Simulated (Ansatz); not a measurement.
# Cl4FHOW: the cost of one run

Program: Ansatz 0.2.0. Level of theory: RKS PBE/def2-SVP. These are calculated values, not measurements.

**1. The system as given**

Bond lengths: W1–Cl2 2.390 Å, W1–Cl3 2.390 Å, W1–Cl4 2.390 Å, W1–O5 1.940 Å, O5–H6 1.010 Å, W1–F7 1.850 Å, W1–Cl8 2.390 Å. Angles (14 of 16 angles, heavy atoms first): Cl2–W1–Cl3 90.0°, Cl2–W1–Cl4 90.0°, Cl2–W1–O5 90.0°, Cl2–W1–F7 90.0°, Cl2–W1–Cl8 180.0°, Cl3–W1–Cl4 90.0°, Cl3–W1–O5 180.0°, Cl3–W1–F7 90.0°, Cl3–W1–Cl8 90.0°, Cl4–W1–O5 90.0°, Cl4–W1–F7 180.0°, Cl4–W1–Cl8 90.0°, O5–W1–F7 90.0°, O5–W1–Cl8 90.0°.

As a file:

```xyz
8

W     0.0000    0.0000    0.0000
Cl    0.0000    0.0000    2.3900
Cl    2.3900    0.0000    0.0000
Cl    0.0000    2.3900    0.0000
O    -1.9400    0.0000    0.0000
H    -2.2771   -0.1263    0.9437
F     0.0000   -1.8500    0.0000
Cl    0.0000    0.0000   -2.3900
```

**2. Relaxing the start**

Contents of input.yaml:

```yaml
crystal:
  periodic: [false, false, false]
  atoms:
    - { symbol: W, position_ang: [0.0, 0.0, 0.0] }
    - { symbol: Cl, position_ang: [0.0, 0.0, 2.39] }
    - { symbol: Cl, position_ang: [2.39, 0.0, 0.0] }
    - { symbol: Cl, position_ang: [0.0, 2.39, 0.0] }
    - { symbol: O, position_ang: [-1.94, 0.0, 0.0] }
    - { symbol: H, position_ang: [-2.2771, -0.1263, 0.9437] }
    - { symbol: F, position_ang: [0.0, -1.85, 0.0] }
    - { symbol: Cl, position_ang: [0.0, 0.0, -2.39] }
basis:
  gaussian: { orbitals: def2-SVP }
hamiltonian:
  xc: pbe
relax:
  f_tol: 0.02
  max_steps: 40
```

On the command line:

```
> ansatz run input.yaml --threads 4 --pin off --max-ram 5120MiB --backend cpu --events-out ev --progress --plain --runs-dir out
```

Q: Estimate wall time and peak memory on 4 threads of Arm Neoverse V1, shared host.

About 23 s, with a peak of 0.23 GiB.
